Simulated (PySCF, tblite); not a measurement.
# C4H7GeO radical: geometry, infrared bands and EPR parameters

What infrared bands and EPR parameters should C4H7GeO radical (`[CH2][C@H]1OC=[CH][GeH2]1`) show?

Programs: tblite 0.8.0 and PySCF 2.14.0, with density-fitted response routines of our own. Each step states its level of theory. These are calculated values for one molecule in the gas phase, unless marked as measured. Atoms count from 0, in the outputs and in this text.

## Step 1: The starting structure

13 atoms, charge 0, multiplicity 2; geometry from: force field or distance geometry start.

Bonds of the start (Å): C0–C1 1.51, C1–O2 1.38, O2–C3 1.34, C3–C4 1.31, C4–Ge5 1.95, Ge5–C1 1.98, C0–H6 1.11, C0–H7 1.09, C1–H8 1.10, C3–H9 1.13, C4–H10 1.08, Ge5–H11 1.52, Ge5–H12 1.51.

## Step 2: Optimising the geometry with GFN2-xTB

The job: settings as JSON, then the geometry in Å.

```
{"job": {"kind": "relax", "xc": "GFN2-xTB", "basis": "xTB"}, "charge": 0, "multiplicity": 2}
C      1.518800    -0.399700     0.953300
C      0.910600    -0.500800    -0.429000
O     -0.147900    -1.375400    -0.351300
C     -1.338100    -1.013200     0.141400
C     -1.654400     0.260900     0.124000
Ge    -0.134400     1.149000    -0.725100
H      1.230000     0.543300     1.464600
H      2.564800    -0.688000     1.047500
H      1.642100    -0.688000    -1.231000
H     -2.066500    -1.744700     0.597200
H     -2.560300     0.735400     0.471300
H      0.412600     2.298700     0.107900
H     -0.381800     1.423100    -2.188800
```

Started as:

```bash
$ OMP_NUM_THREADS=1 python probes_run.py task.json out
```

The driver reads the jobs from task.json and runs them one after another.

What it wrote:

```text
step      E/eV     max force
  0    -488.54176    4.226
  1    -488.90953    1.476
  2    -489.05297    0.995
  3    -489.13528    0.937
  4    -489.21073    1.116
  5    -489.27129    0.868
  6    -489.30804    0.674
  7    -489.33738    0.790
  8    -489.36754    0.523
  9    -489.38229    0.358
 10    -489.39176    0.245
 11    -489.40376    0.459
 12    -489.41767    0.536
 13    -489.43179    0.411
 14    -489.44294    0.257
 15    -489.45029    0.228
 16    -489.45787    0.308
 17    -489.46978    0.356
 18    -489.48399    0.270
 19    -489.49805    0.261
 20    -489.51041    0.487
 21    -489.51050    0.677
 22    -489.53328    0.335
 23    -489.54250    0.236
 24    -489.54981    0.150
 25    -489.55338    0.194
 26    -489.56142    0.408
 27    -489.56904    0.413
 28    -489.58195    0.197
 29    -489.58881    0.187
 30    -489.59150    0.362
 31    -489.59731    0.258
 32    -489.60089    0.199
 33    -489.60977    0.194
 34    -489.61209    0.158
 35    -489.61590    0.119
 36    -489.61710    0.088
 37    -489.61830    0.100
 38    -489.61978    0.117
 39    -489.62161    0.126
 40    -489.62299    0.110
 41    -489.62361    0.081
 42    -489.62398    0.055
 43    -489.62430    0.041
 44    -489.62454    0.030
 45    -489.62466    0.027
 46    -489.62476    0.029
 47    -489.62489    0.031
 48    -489.62502    0.030
 49    -489.62512    0.021
 50    -489.62517    0.018
 51    -489.62522    0.019
 52    -489.62529    0.024
 53    -489.62540    0.034
 54    -489.62552    0.032
 55    -489.62562    0.021
 56    -489.62569    0.020
 57    -489.62576    0.025
 58    -489.62584    0.028
 59    -489.62591    0.020
 60    -489.62596    0.019
 61    -489.62600    0.018
 62    -489.62607    0.028
 63    -489.62616    0.035
 64    -489.62625    0.028
 65    -489.62632    0.018
 66    -489.62637    0.018
 67    -489.62642    0.020
 68    -489.62651    0.026
 69    -489.62662    0.031
 70    -489.62675    0.034
 71    -489.62688    0.029
 72    -489.62700    0.031
 73    -489.62708    0.022
 74    -489.62712    0.018
 75    -489.62715    0.013
 76    -489.62719    0.024
 77    -489.62724    0.033
 78    -489.62730    0.030
 79    -489.62735    0.016
 80    -489.62737    0.013
 81    -489.62739    0.017
 82    -489.62742    0.017
 83    -489.62747    0.020
 84    -489.62752    0.017
 85    -489.62758    0.021
 86    -489.62763    0.030
 87    -489.62771    0.035
 88    -489.62781    0.031
 89    -489.62789    0.019
 90    -489.62792    0.011
 91    -489.62794    0.011
 92    -489.62796    0.012
 93    -489.62798    0.011
 94    -489.62801    0.008
```

Run time: 0.35 s. Hardware: 1 thread of Intel Xeon 6975P-C, shared host.

Step by step: (not every step is listed)

| step | energy from step 0 (eV) | largest force (eV/Å) |
| --- | --- | --- |
| 0 | 0.0000 | 4.2263 |
| 1 | -0.3678 | 1.4765 |
| 2 | -0.5112 | 0.9953 |
| 3 | -0.5935 | 0.9373 |
| 4 | -0.6690 | 1.1162 |
| 5 | -0.7295 | 0.8685 |
| 6 | -0.7663 | 0.6742 |
| 7 | -0.7956 | 0.7899 |
| 8 | -0.8258 | 0.5229 |
| 16 | -0.9161 | 0.3079 |
| 24 | -1.0080 | 0.1496 |
| 32 | -1.0591 | 0.1987 |
| 40 | -1.0812 | 0.1099 |
| 48 | -1.0833 | 0.0301 |
| 56 | -1.0839 | 0.0197 |
| 64 | -1.0845 | 0.0276 |
| 72 | -1.0852 | 0.0309 |
| 80 | -1.0856 | 0.0134 |
| 88 | -1.0861 | 0.0306 |
| 89 | -1.0861 | 0.0193 |
| 90 | -1.0862 | 0.0110 |
| 91 | -1.0862 | 0.0114 |
| 92 | -1.0862 | 0.0120 |
| 93 | -1.0862 | 0.0114 |
| 94 | -1.0863 | 0.0082 |

Close pairs (by a distance rule), those that changed most:

| bond | before (Å) | after (Å) | change (Å) |
| --- | --- | --- | --- |
| C1–Ge5 | 1.975 | 2.093 | +0.118 |
| C0–C1 | 1.514 | 1.440 | -0.074 |
| C1–O2 | 1.375 | 1.426 | +0.050 |
| C3–H9 | 1.128 | 1.083 | -0.046 |
| C0–H6 | 1.111 | 1.072 | -0.039 |
| C3–C4 | 1.313 | 1.335 | +0.023 |
| C4–Ge5 | 1.955 | 1.932 | -0.022 |
| C0–H7 | 1.089 | 1.072 | -0.017 |

The end geometry stands in the next job.

## Step 3: Vibrational analysis with GFN2-xTB

The job: settings as JSON, then the geometry in Å.

```
{"job": {"kind": "ir", "xc": "GFN2-xTB", "basis": "xTB"}, "charge": 0, "multiplicity": 2}
C      1.809942    -0.334737     0.829801
C      0.849857    -0.534449    -0.224404
O     -0.187918    -1.430868     0.165091
C     -1.427598    -0.931704     0.240322
C     -1.750776     0.317146    -0.105076
Ge    -0.163378     1.227577    -0.724788
H      1.499280    -0.390298     1.854217
H      2.822764    -0.072169     0.596127
H      1.309274    -0.925821    -1.138096
H     -2.123000    -1.673146     0.613766
H     -2.759924     0.675355    -0.034313
H      0.294724     2.413595     0.089730
H     -0.177634     1.660003    -2.180106
```

What it wrote:

```text
mode    cm-1     km/mol
  1      49.7      1.19
  2     194.3      0.46
  3     258.9      2.18
  4     286.6      0.54
  5     320.8      4.45
  6     387.3      0.39
  7     390.8     76.73
  8     457.7     12.04
  9     498.8    124.15
 10     525.4     80.57
 11     543.9     21.60
 12     631.9      1.91
 13     710.0     13.79
 14     766.6     24.60
 15     827.6    275.12
 16     859.8     19.25
 17     877.6      4.08
 18     979.5     39.06
 19    1018.9    100.61
 20    1083.1      9.65
 21    1167.1     12.42
 22    1178.3     58.63
 23    1251.8      1.45
 24    1278.1      8.60
 25    1388.8      1.39
 26    1600.2    230.40
 27    1835.6    336.52
 28    1939.7    512.24
 29    2876.4     37.13
 30    3043.6     33.93
 31    3124.8     15.55
 32    3131.6      9.03
 33    3182.2     26.37
```

It took 0.29 s on 1 thread of Intel Xeon 6975P-C, shared host.

The strongest bands and the atoms that carry them (share of the mass-weighted mode):

| cm⁻¹ | km/mol | atoms |
| --- | --- | --- |
| 391 | 76.7 | H12 28 %, H6 23 %, H11 12 % |
| 499 | 124.2 | H12 41 %, H11 24 % |
| 525 | 80.6 | H11 48 %, Ge5 10 % |
| 828 | 275.1 | H11 48 %, H12 44 % |
| 1019 | 100.6 | H10 41 %, O2 19 %, H8 13 % |
| 1600 | 230.4 | C3 56 %, C4 37 % |
| 1836 | 336.5 | H12 84 %, H11 15 % |
| 1940 | 512.2 | H11 84 %, H12 14 % |

## Step 4: EPR parameters: B3LYP/def2-TZVP-core+pcH-1

Settings changed since step 3:

```diff
@@ -1,2 +1,2 @@
-{"job": {"kind": "ir", "xc": "GFN2-xTB", "basis": "xTB"}, "charge": 0, "multiplicity": 2}
+{"job": {"kind": "epr", "basis": "pcH-1"}, "charge": 0, "multiplicity": 2}
 C      1.809942    -0.334737     0.829801
```

With the program's defaults for keys left out, this is: UKS B3LYP, def2-TZVP-core on Ge, pcH-1 on C H O, non-relativistic, mean-field spin-orbit, GIAO.

What it wrote:

```text
UKS, coarse grid
  cycle   1  E = -2308.69918310  |g| = 1.38e+00
  cycle   2  E = -2308.55362285  |g| = 1.10e+00
  cycle   3  E = -2308.77468395  |g| = 4.63e-01
  cycle   4  E = -2308.82833137  |g| = 1.64e-01
  cycle   5  E = -2308.83842848  |g| = 3.35e-02
  cycle   6  E = -2308.83890984  |g| = 1.35e-02
  cycle   7  E = -2308.83898660  |g| = 2.34e-03
  cycle   8  E = -2308.83899157  |g| = 1.04e-03
  cycle   9  E = -2308.83899063  |g| = 3.89e-04
UKS, final grid
  cycle   1  E = -2308.83897065  |g| = 4.70e-04
  cycle   2  E = -2308.83897045  |g| = 7.75e-04
  cycle   3  E = -2308.83897076  |g| = 1.35e-04
  cycle   4  E = -2308.83897077  |g| = 4.18e-05
  cycle   5  E = -2308.83897077  |g| = 1.30e-05
E = -2308.83897077 Eh   <S^2> = 0.7544 (exact 0.7500)
g shifts (ppm)      1          2          3
  rmc          -152       -152       -152
  gc             35         11         37
  oz_so       -3138         88       3193
  total       -3255        -53       3078
hyperfine (MHz)  atom isotope    a_iso     a_fc   dipolar eigenvalues
    0   13C      79.87      80.03    -75.86    -75.02    150.88
    1   13C     -35.10     -35.11     -4.79      0.51      4.28
    2   17O      -5.64      -5.66     -6.21      2.74      3.47
    3   13C      -2.07      -2.08     -1.15      0.07      1.08
    4   13C       9.42       9.41     -2.19     -1.26      3.45
    5  73Ge     -65.42     -66.16    -12.99      6.27      6.72
    6    1H     -58.62     -58.62    -36.48      0.06     36.42
    7    1H     -58.97     -58.97    -36.38     -0.20     36.58
    8    1H      74.36      74.36     -4.91     -3.88      8.79
    9    1H       1.58       1.58     -1.15     -0.61      1.76
   10    1H      12.06      12.06     -1.68     -0.67      2.35
   11    1H      -4.32      -4.33     -3.44     -1.26      4.69
   12    1H      17.03      17.01     -2.31     -0.50      2.81
```

Wall time 87 s (1 thread of Intel Xeon 6975P-C, shared host); peak memory 1.1 GiB.

Principal g values 1.99906, 2.00227, 2.00540; g(iso) = 2.00224, against 2.00232 for a free electron.

Mean a(iso) over the nuclei that a row names, and the largest dipolar term of the row (other rows stand at the frozen geometry):

| nuclei | isotope | a(iso) (MHz) | a(iso) (G, at g = 2.0023) | largest dipolar term (MHz) |
| --- | --- | --- | --- | --- |
| C0 | 13C | 79.9 | 28.5 | 150.9 |
| H8 | 1H | 74.4 | 26.5 | 8.8 |
| Ge5 | 73Ge | -65.4 | -23.3 | -13.0 |
| H6, H7 | 1H | -58.8 | -21.0 | 36.6 |
| C1 | 13C | -35.1 | -12.5 | -4.8 |
| H12 | 1H | 17.0 | 6.1 | 2.8 |
| H10 | 1H | 12.1 | 4.3 | 2.4 |
| C4 | 13C | 9.4 | 3.4 | 3.4 |
| O2 | 17O | -5.6 | -2.0 | -6.2 |
| H11 | 1H | -4.3 | -1.5 | 4.7 |
| C3 | 13C | -2.1 | -0.7 | -1.2 |
| H9 | 1H | 1.6 | 0.6 | 1.8 |

Mulliken spin populations:

C0 0.99; C1 -0.08; O2 0.01; C3 -0.01; C4 0.02; Ge5 0.11; H6 -0.04; H7 -0.04; H8 0.03; H9 0.00; H10 0.00; H11 0.00; H12 0.01

In first order the couplings over 0.8 MHz of 1H give 96 distinct lines over 81.0 G, if the averaged nuclei exchange fast; the same motion can average rows kept apart here too.

The fields below are evaluated on a grid from the run's orbitals.

ELF in a plane through or near 6 of the atoms.

Ten even steps from ' ' (0.00) to '@' (1.00):
```
                                                        
                                                        
                                                        
                                                        
                      ....::::::::::                    
                      ::----------::..                  
                      ----..==--..::::                  
          ::::..      ::----++**::==++::....            
        **@@@@@@++::..==++::::..--%%##**%%%%##--        
      ::@@@@@@@@%%**##**##**::--**::==**@@@@@@**        
      ..%%@@@@@@++::%%##++==  ..++**--**%%@@%%==        
        ::**####++--##==::==--====++##--......          
          ::==**##**::  --%%##**--::##++..              
          ::==++++==    ++%%**--==@@@@@@##::            
            ..::::      --++::  ..@@@@@@@@**            
                          ..      ##@@@@%%--            
                                  ..--::                
                                                        
                                                        
                                                        
```
The map spans 11.0 Å across and 10.1 Å up, centred on the molecule. Atoms in the plane (x, y in Å): C0 (-1.9, -0.4), C3 (1.3, -1.1), C4 (1.8, 0.1), Ge5 (0.4, 1.4), H7 (-2.9, 0.0), H9 (1.9, -2.0).

log10 of the density (e/Å³) in the same plane.

Ten even steps from '0' (-4.0) to '9' (1.9):
```
0000000000000000000000000000
0000000000000111110000000000
0000000000011222211000000000
0000000001223333332110000000
0000000012334454443211000000
0000000112345555543321000000
0000112223455687654332210000
0001223333455799765443321000
0012345555555677666655431100
0012456766666656679766432100
0012456777766655677665432100
0012345667666666677654321000
0001234555555666676543210000
0001233444445666667643210000
0000112233334444556543200000
0000001122223333344432100000
0000000000000111222221000000
0000000000000000000000000000
0000000000000000000000000000
0000000000000000000000000000
```
The map spans 11.0 Å across and 10.1 Å up, centred on the molecule. Atoms in the plane (x, y in Å): C0 (-1.9, -0.4), C3 (1.3, -1.1), C4 (1.8, 0.1), Ge5 (0.4, 1.4), H7 (-2.9, 0.0), H9 (1.9, -2.0).

On the surface of density 0.002 e/bohr³ the electrostatic potential runs, from the 1st to the 99th percentile, from -1.13 V near O2 to 1.05 V near Ge5.

The spin density lies nearest to C0 58 %; H6, H7 about 9 % each; Ge5 8 %.

## Step 5: What came out

| quantity | value |
| --- | --- |
| strongest single infrared mode (GFN2-xTB) | 1940 cm⁻¹, 512 km/mol |
| zero-point energy (GFN2-xTB) | 55.3 kcal/mol |
| g(iso) (B3LYP) | 2.00224 |
| ⟨S²⟩ | 0.754 (exact 0.75) |
| largest a(iso) (averaged by class) | 13C on C0, 79.9 MHz |
| potential on the surface of density 0.002 e/bohr³, 1st and 99th percentile | -1.13 V and 1.05 V |

**Reading.** Over 94 steps the energy fell by 1.086 eV; of the close pairs, C1–Ge5 changed most, 1.975 to 2.093 Å. No mode is imaginary among the 33: a minimum at this level. The strongest single mode, at 1940 cm⁻¹, moves mainly H11. GFN2-xTB is a fitted tight-binding method: band positions and strengths are rough. Its intensities can rank the bands wrongly. Most of the unpaired spin sits on C0 (0.99 e). The isotropic g lies 0.1 ppt below the free-electron value. The hyperfine terms hold no scalar relativity, which the heavier nuclei need. The conformer search found further structures of the same energy, which may be mirror or relabelled copies of this one.
